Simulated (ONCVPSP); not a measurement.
# Tin: generating and testing an ONCV potential

Aim: build the potential from the settings below, then test how well it stands in for the atom: other configurations, scattering, ghost states and the plane-wave cutoff that it needs.

Method: ONCVPSP 4.0.1.1 (patched build), PBE, scalar-relativistic.

### 1 Starting point

The settings as typed:

* element: tin (Sn, Z = 50)
* type: optimised norm-conserving Vanderbilt (ONCV)
* frozen core: [Kr]
* valence charge: 14
* reference configuration: 4d10 5s2 5p0.5 (charge +1.5)
* partial waves: 5s: rc 1.65 bohr, ncon 4, nbas 7, qcut 4.1 1/bohr, 2 projectors, debl 2.4 Ha; 5p: rc 2.60 bohr, ncon 3, nbas 7, qcut 3.8 1/bohr, 2 projectors, debl 3.5 Ha; 4d: rc 1.20 bohr, ncon 4, nbas 9, qcut 12.5 1/bohr, 3 projectors, debl 3.4 Ha
* local potential: polynomial inside 1.05 bohr (lpopt 3, dvloc0 0 Ha)
* core correction: Teter function, fcfact 5.75, rcfact 1.2

An earlier all-electron run gives the scale for the radii.

All-electron outer shells of the reference configuration (PBE, scalar-relativistic, ld1.x):

```csv
shell,level (eV),outermost node (bohr),outermost maximum (bohr)
4s,-146.49,0.40,0.74
4p,-102.26,0.41,0.79
4d,-38.35,0.39,0.88
5s,-21.85,0.98,1.97
5p,-13.92,1.08,2.37
```

### 2 Generating the potential

The input, Sn.dat:

```
# ATOM AND REFERENCE CONFIGURATION
# atsym  z   nc   nv     iexc    psfile
  Sn 50.00    8    3        4      upf
#
#   n    l    f
    1    0    2.00
    2    0    2.00
    2    1    6.00
    3    0    2.00
    3    1    6.00
    3    2   10.00
    4    0    2.00
    4    1    6.00
    4    2   10.00
    5    0    2.00
    5    1    0.50
#
# PSEUDOPOTENTIAL AND OPTIMIZATION
# lmax
    2
#
#   l,   rc,      ep,       ncon, nbas, qcut
    0    1.65    0.00    4    7    4.10
    1    2.60    0.00    3    7    3.80
    2    1.20    0.00    4    9   12.50
#
# LOCAL POTENTIAL
# lloc, lpopt,  rc(5),   dvloc0
    4    3    1.05    0.00
#
# VANDERBILT-KLEINMAN-BYLANDER PROJECTORs
# l, nproj, debl
    0    2    2.40
    1    2    3.50
    2    3    3.40
#
# MODEL CORE CHARGE
# icmod, fcfact, rcfact
    3    5.75    1.20
#
# LOG DERIVATIVE ANALYSIS
# epsh1, epsh2, depsh
   -3.00    5.00    0.02
#
# OUTPUT GRID
# rlmax, drl
    6.00    0.01
#
# TEST CONFIGURATIONS
# ncnf
    4
# nvcnf
#   n    l    f
    3
    4    2   10.00
    5    0    2.00
    5    1    2.00
#
    3
    4    2   10.00
    5    0    2.00
    5    1    1.00
#
    3
    4    2   10.00
    5    0    2.00
    5    1    0.00
#
    3
    4    2   10.00
    5    0    0.00
    5    1    4.00
#
```

Run with:

```
oncvpsp.x < Sn.dat > Sn.out
```

What the program wrote to Sn.out (without the consistency checks and plot data):

```text
ONCVPSP  (Optimized Norm-Conservinng Vanderbilt PSeudopotential)
scalar-relativistic version 4.0.1.1, modified

#   n    l    f        energy (Ha)
    1    0    2.00    -1.0667211E+03
    2    0    2.00    -1.6142960E+02
    2    1    6.00    -1.4496047E+02
    3    0    2.00    -3.1525202E+01
    3    1    6.00    -2.6143685E+01
    3    2   10.00    -1.7860808E+01
    4    0    2.00    -5.3835639E+00
    4    1    6.00    -3.7581108E+00
    4    2   10.00    -1.4095036E+00
    5    0    2.00    -8.0288592E-01
    5    1    0.50    -5.1165052E-01

Reference configufation results
  iterations    26
  all-electron total energy (Ha)   -6.17672789D+03

Begin loop to  construct optimized pseudo wave functions
and semi-local pseudopoentials for all angular momenta

   Wellstate for l =  0  n =  7
     eigenvalue =   1.5971
     asymptotic potential =   2.0971
     half-point radius =  3.7268

Calculating optimized projector #   1

 for l=   0

    Fraction of norm inside rc  0.204480
    Optimizing pswf for qcut=   4.10 a_B^-1,  ecut=   8.38 Ha
    Residual kinetic energy error=  4.57D-03 Ha

    Energy error per electron        Cutoff
         Ha          eV             Ha
         0.01000     0.27211        4.32
         0.00100     0.02721       36.94
         0.00010     0.00272       46.91
         0.00001     0.00027       69.92

Calculating optimized projector #   2

 for l=   0

    Fraction of norm inside rc  0.077773
    Optimizing pswf for qcut=   4.10 a_B^-1,  ecut=   8.38 Ha
    Residual kinetic energy error=  9.58D-04 Ha

    Energy error per electron        Cutoff
         Ha          eV             Ha
         0.01000     0.27211        6.64
         0.00100     0.02721        8.40
         0.00010     0.00272       10.67
         0.00001     0.00027       58.01

   Wellstate for l =  1  n =  8
     eigenvalue =   2.9883
     asymptotic potential =   3.4883
     half-point radius =  4.3752

Calculating optimized projector #   1

 for l=   1

    Fraction of norm inside rc  0.479520
    Optimizing pswf for qcut=   3.80 a_B^-1,  ecut=   7.23 Ha
    Residual kinetic energy error=  2.71D-05 Ha

    Energy error per electron        Cutoff
         Ha          eV             Ha
         0.01000     0.27211        1.67
         0.00100     0.02721        4.78
         0.00010     0.00272        6.49
         0.00001     0.00027       14.20

Calculating optimized projector #   2

 for l=   1

    Fraction of norm inside rc  0.142676
    Optimizing pswf for qcut=   3.80 a_B^-1,  ecut=   7.23 Ha
    Residual kinetic energy error=  9.71D-03 Ha

    Energy error per electron        Cutoff
         Ha          eV             Ha
         0.01000     0.27211        7.17
         0.00100     0.02721       16.40
         0.00010     0.00272       34.16
         0.00001     0.00027       65.12

   Wellstate for l =  2  n =  6
     eigenvalue =   1.9905
     asymptotic potential =   2.4905
     half-point radius =  2.9207

   Wellstate for l =  2  n =  7
     eigenvalue =   5.3905
     asymptotic potential =   5.8905
     half-point radius =  2.6438

Calculating optimized projector #   1

 for l=   2

    Fraction of norm inside rc  0.659541
    Optimizing pswf for qcut=  12.50 a_B^-1,  ecut=  78.06 Ha
    Residual kinetic energy error=  5.64D-08 Ha

    Energy error per electron        Cutoff
         Ha          eV             Ha
         0.01000     0.27211       36.32
         0.00100     0.02721       46.83
         0.00010     0.00272       56.09
         0.00001     0.00027       63.99

Calculating optimized projector #   2

 for l=   2

    Fraction of norm inside rc  0.046618
    Optimizing pswf for qcut=  12.50 a_B^-1,  ecut=  78.06 Ha
    Residual kinetic energy error=  5.52D-08 Ha

    Energy error per electron        Cutoff
         Ha          eV             Ha
         0.01000     0.27211       30.93
         0.00100     0.02721       42.65
         0.00010     0.00272       53.15
         0.00001     0.00027       62.10

Calculating optimized projector #   3

 for l=   2

    Fraction of norm inside rc  0.039992
    Optimizing pswf for qcut=  12.50 a_B^-1,  ecut=  78.06 Ha
    Residual kinetic energy error=  1.18D-06 Ha

    Energy error per electron        Cutoff
         Ha          eV             Ha
         0.01000     0.27211       35.06
         0.00100     0.02721       46.84
         0.00010     0.00272       58.09
         0.00001     0.00027       68.64

Construct Vanderbilt / Kleinmman-Bylander projectors

B matrix Hermiticity error, ll=   0
   1   2   -1.4583E-04

  Orthonormal projector coefficients  1.1103E+01  5.7781E+00

B matrix Hermiticity error, ll=   1
   1   2    1.2477E-04

  Orthonormal projector coefficients  7.6670E+00  7.9611E-01

B matrix Hermiticity error, ll=   2
   1   2   -4.4426E-04
   1   3    7.7321E-04
   2   3    1.6736E-04

  Orthonormal projector coefficients  1.1207E+00 -9.3618E-01  1.3177E-01

Model core correction analysis
  based on d2Exc/dn_idn_j

d2excae - all-electron derivatives

   -2.255287D-02   -7.539011D-03   -4.262090D-03
   -7.538068D-03   -3.211007D-02   -2.984289D-02
   -4.260797D-03   -2.984231D-02   -3.409004D-02

d2excps - pseudofunction derivatives with no core correction

   -3.560059D-02   -8.858873D-03   -4.873939D-03
   -8.857550D-03   -3.357219D-02   -3.069242D-02
   -4.872453D-03   -3.069222D-02   -3.457533D-02

rms 2nd derivative error    4.450865E-03

rmatch, rhocmatch    0.9056   13.4296

Teter function model core charge with specified parameters

d2excps - pseudofunction derivatives with core correction

   -2.721902D-02   -8.636835D-03   -4.796243D-03
   -8.635541D-03   -3.347323D-02   -3.064224D-02
   -4.794757D-03   -3.064201D-02   -3.454805D-02

rms 2nd derivative error    1.766966E-03

Pseudoatom total energy  -68.202369

Diagnostic tests using Vanderbilt-Kleinman-Bylander pseudopotentials
  1 or more projectors used as specified by nproj input data

   l    rcore       rmatch      e in        delta e   norm test  slope test

   0   1.6570792   1.7073917  -0.8028859   0.0000011   1.0000540   1.0000412
run_diag: lschvkbbe ERROR   2   1   0  60  1.59711409E+00  1.38740268E+00
   0   1.6570792   1.7073917   1.5971141  -0.2097114   0.1224560   0.1503695

   1   2.6108974   2.6901699  -0.5116505   0.0000117   1.0000183   1.0001718
   1   2.6108974   2.6901699   2.9883495   0.0003138   1.0001252   1.0001252

   2   1.2068416   1.2434840  -1.4095036   0.0000124   1.0001819   1.0002310
   2   1.2068416   1.2434840   1.9904964   0.0001300   1.0005037   1.0005037
   2   1.2068416   1.2434840   5.3904964   0.0004830   1.0005652   1.0005652

 Testing for bound ghosts
   n   l    E NL Schr. Eq   E Basis Diag.   E Cutoff

       0                       -4.229303     67.53  WARNING - GHOST(-)
   1   0       -0.802885       -0.793890     67.53

   2   1       -0.511639       -0.511156     32.47

   3   2       -1.409491       -1.407598    380.55

 Testing for highly-localized positive-energy ghosts
       l    <radius>/rc     E Basis Diag.   E Cutoff

       0        0.770575       10.852299     67.53  WARNING - GHOST(+)

       1        0.473393        1.287434     32.47  WARNING - GHOST(+)

Test configuration 0

   n   l     f        eae           eps        diff
   1   0  2.0000-1066.72108212
   2   0  2.0000 -161.42960194
   2   1  6.0000 -144.96046874
   3   0  2.0000  -31.52520171
   3   1  6.0000  -26.14368482
   3   2 10.0000  -17.86080763
   4   0  2.0000   -5.38356393
   4   1  6.0000   -3.75811084
   4   2 10.0000   -1.40950357   -1.40949120    1.24D-05
   5   0  2.0000   -0.80288592   -0.80288481    1.11D-06
   5   1  0.5000   -0.51165052   -0.51163882    1.17D-05

    Total energies and differences
      AE_ref= -6.17672789D+03  AE_tst= -6.17672789D+03  dif=  0.00D+00
      PS_ref= -6.82023691D+01  PS_tst= -6.82023691D+01  dif=  1.42D-14
      PSP excitation error= -1.42D-14

Test configuration 1

   n   l     f        eae           eps        diff
   1   0  2.0000-1066.25467375
   2   0  2.0000 -160.96597558
   2   1  6.0000 -144.49652697
   3   0  2.0000  -31.06233310
   3   1  6.0000  -25.68079503
   3   2 10.0000  -17.39799707
   4   0  2.0000   -4.92185075
   4   1  6.0000   -3.29642165
   4   2 10.0000   -0.94956597   -0.95157428   -2.01D-03
   5   0  2.0000   -0.38767815   -0.38781509   -1.37D-04
   5   1  2.0000   -0.13576403   -0.13586986   -1.06D-04

    Total energies and differences
      AE_ref= -6.17672789D+03  AE_tst= -6.17720227D+03  dif= -4.74D-01
      PS_ref= -6.82023691D+01  PS_tst= -6.86769536D+01  dif= -4.75D-01
      PSP excitation error=  1.96D-04

Test configuration 2

   n   l     f        eae           eps        diff
   1   0  2.0000-1066.55068153
   2   0  2.0000 -161.26053810
   2   1  6.0000 -144.79125816
   3   0  2.0000  -31.35649982
   3   1  6.0000  -25.97497354
   3   2 10.0000  -17.69213282
   4   0  2.0000   -5.21546190
   4   1  6.0000   -3.59004514
   4   2 10.0000   -1.24234697   -1.24320334   -8.56D-04
   5   0  2.0000   -0.65457098   -0.65463815   -6.72D-05
   5   1  1.0000   -0.37688501   -0.37692197   -3.70D-05

    Total energies and differences
      AE_ref= -6.17672789D+03  AE_tst= -6.17694963D+03  dif= -2.22D-01
      PS_ref= -6.82023691D+01  PS_tst= -6.84241752D+01  dif= -2.22D-01
      PSP excitation error=  6.03D-05

Test configuration 3

   n   l     f        eae           eps        diff
   1   0  2.0000-1066.90399174
   2   0  2.0000 -161.61071842
   2   1  6.0000 -145.14177741
   3   0  2.0000  -31.70583312
   3   1  6.0000  -26.32432809
   3   2 10.0000  -18.04140377
   4   0  2.0000   -5.56333951
   4   1  6.0000   -3.93780369
   4   2 10.0000   -1.58788824   -1.58685430    1.03D-03
   5   0  2.0000   -0.95884427   -0.95873614    1.08D-04

    Total energies and differences
      AE_ref= -6.17672789D+03  AE_tst= -6.17643687D+03  dif=  2.91D-01
      PS_ref= -6.82023691D+01  PS_tst= -6.79113007D+01  dif=  2.91D-01
      PSP excitation error= -5.26D-05

Test configuration 4

   n   l     f        eae           eps        diff
   1   0  2.0000-1066.36553921
   2   0  2.0000 -161.07435333
   2   1  6.0000 -144.60472757
   3   0  2.0000  -31.17220968
   3   1  6.0000  -25.79061873
   3   2 10.0000  -17.50762322
   4   0  2.0000   -5.03213137
   4   1  6.0000   -3.40626533
   4   2 10.0000   -1.05463779   -1.05660368   -1.97D-03
   5   1  4.0000   -0.17946986   -0.17949356   -2.37D-05

    Total energies and differences
      AE_ref= -6.17672789D+03  AE_tst= -6.17668094D+03  dif=  4.69D-02
      PS_ref= -6.82023691D+01  PS_tst= -6.81559225D+01  dif=  4.64D-02
      PSP excitation error=  4.97D-04
```

Run time: 7.3 s. Hardware: 1 thread of Neoverse-N1, shared host.

All-electron and pseudo partial waves u(r) = r·R(r), from the program's wave files:

```tsv
r (bohr)	5p AE	5p PS
0.130	0.0046	0.0033
0.260	0.1888	0.0134
0.390	0.0076	0.0304
0.520	-0.2064	0.0546
0.650	-0.3017	0.0863
0.780	-0.2783	0.1256
0.910	-0.1794	0.1724
1.040	-0.0461	0.2257
1.170	0.0943	0.2843
1.300	0.2263	0.3459
1.430	0.3424	0.4080
1.560	0.4396	0.4680
1.690	0.5179	0.5236
1.820	0.5781	0.5724
1.950	0.6221	0.6128
2.080	0.6516	0.6435
2.210	0.6687	0.6637
2.340	0.6751	0.6731
2.470	0.6726	0.6723
2.600	0.6628	0.6628
2.730	0.6472	0.6471
2.860	0.6269	0.6269
2.990	0.6032	0.6031
3.120	0.5769	0.5769
3.250	0.5490	0.5490
3.380	0.5202	0.5202
```

Densities times 4π (e/bohr³); a dash where the program caps the true core:

```tsv
r (bohr)	pseudo valence	true core	model core
0.130	0.2624	–	73.8
0.390	8.956	–	51.13
0.650	18.43	33.66	23.86
0.910	13.16	13.18	6.983
1.170	6.273	3.726	1.082
1.430	2.797	0.8919	0.05063
1.690	1.359	0.2012	0.0006154
1.950	0.7253	0.04462	0.000808
2.210	0.4132	0.009871	8.81e-06
2.470	0.2435	0.002192	5.524e-05
2.730	0.1451	0.0004886	1.368e-07
2.990	0.08669	0.0001094	6.968e-06
3.250	0.05175	2.461e-05	0
```

### 3 Transferability, from the output's test configurations

Excitation and ionisation energies from 4d10 5s2 5p0.5, with the error of the potential.

| valence configuration | charge | ΔE all-electron (eV) | error AE − PS (meV) |
| --- | --- | --- | --- |
| 4d10 5s2 5p2 | 0 | -12.909 | +5.3 |
| 4d10 5s2 5p1 | +1 | -6.034 | +1.6 |
| 4d10 5s2 5p0 | +2 | 7.919 | -1.4 |
| 4d10 5s0 5p4 | 0 | 1.277 | +14 |

### 4 Does it scatter like the atom?

Taken from the files of the generation run. The phase is arctan(r·R′/R) of the radial function R, unwrapped, with energies in Ha. A pole is an energy at which the radial function vanishes at the test radius. The pseudo phase is shifted by a multiple of π to meet the all-electron one at the reference energy. Levels narrower than the energy grid can be missing from the poles. The last column is the largest difference on the grid between −0.5 and +0.5 Ha.

| channel | radius (bohr) | reference (Ha) | poles AE | poles PS | window around the reference with phases within 0.05 rad (Ha) | largest difference near zero (rad) |
| --- | --- | --- | --- | --- | --- | --- |
| s | 1.68 | -0.80 | 3.71 | 3.73 | the whole range | 0.000 |
| p | 2.64 | -0.51 | 0.41, 4.61 | 0.39, 1.28, 4.54 | below 1.0 | 0.006 |
| d | 1.22 | -1.41 | 1.01 | 1.01 | the whole range | 0.000 |

Phases (rad) along the scan:

```tsv
E (Ha)	p AE	p PS	d AE	d PS
-2.98	1.352	1.349	0.180	0.180
-2.54	1.318	1.316	-0.283	-0.283
-2.10	1.266	1.263	-0.712	-0.712
-1.66	1.169	1.166	-1.006	-1.006
-1.22	0.922	0.917	-1.193	-1.193
-0.78	-0.131	-0.135	-1.317	-1.317
-0.34	-1.213	-1.214	-1.405	-1.405
0.10	-1.478	-1.481	-1.471	-1.471
0.54	-1.601	-1.611	-1.524	-1.524
0.98	-1.706	-1.745	-1.568	-1.568
1.42	-1.864	-4.923	-1.607	-1.607
1.86	-2.388	-5.461	-1.643	-1.643
2.30	-4.005	-7.136	-1.678	-1.678
2.74	-4.436	-7.578	-1.713	-1.713
3.18	-4.564	-7.706	-1.750	-1.750
3.62	-4.629	-7.771	-1.791	-1.791
4.06	-4.671	-7.814	-1.838	-1.838
4.50	-4.705	-7.851	-1.894	-1.894
4.94	-4.736	-7.886	-1.966	-1.966
```

### 5 Plane-wave cutoff and ghosts

Read off the output, the cutoffs (Ha) at which the residual kinetic energy of the hardest occupied pseudo-wave falls to 1 and 0.1 mHa per electron: 47 Ha and 56 Ha.

The program's own ghost test: GHOST(-) flagged for s at -115.1 eV; GHOST(+) flagged for s at 295.3 eV, p at 35.0 eV.

Cutoff (Ha) at which the first wave of each channel reaches a given error (Ha per electron):

```tsv
error	s	p	d
1.0e-02	4.3	1.7	36.3
3.2e-03	16.6	3.6	41.9
1.0e-03	36.9	4.8	46.8
3.2e-04	42.4	5.6	51.8
1.0e-04	46.9	6.5	56.1
3.2e-05	59.5	7.5	60.4
1.0e-05	69.9	14.2	64.0
```

### 6 What came out

| quantity | value |
| --- | --- |
| cutoffs for 1 and 0.1 mHa per electron, occupied waves | 47 Ha and 56 Ha |
| bound ghosts | s at -115.09 eV |
| GHOST(+) flags | s at 295 eV, p at 35 eV |
| largest test error (AE − PS) | +14 meV, for 4d10 5s0 5p4 |
| largest phase difference near zero energy, channels read | 0.006 rad |
| rms error of d²Exc/dn², without and with the model core | 4.45 and 1.77 mHa |

What this shows: It has a bound ghost (s), a state that the atom doesn't have, and that rules the file out. By total energies transferability is good: the largest error is 14 meV on 1.3 eV, for 4d10 5s0 5p4. Atomic tests can pass in spite of a ghost, since they solve only for the levels asked. The potential is hard: the looser tolerance needs 47 Ha. At the looser tolerance the 4d wave is the slowest; 5s needs 37 Ha. Near zero energy the phases of the channels with partial waves agree within 0.006 rad. The program also flags highly localised states, GHOST(+) (s, p). All of this concerns the isolated atom, not yet a solid.
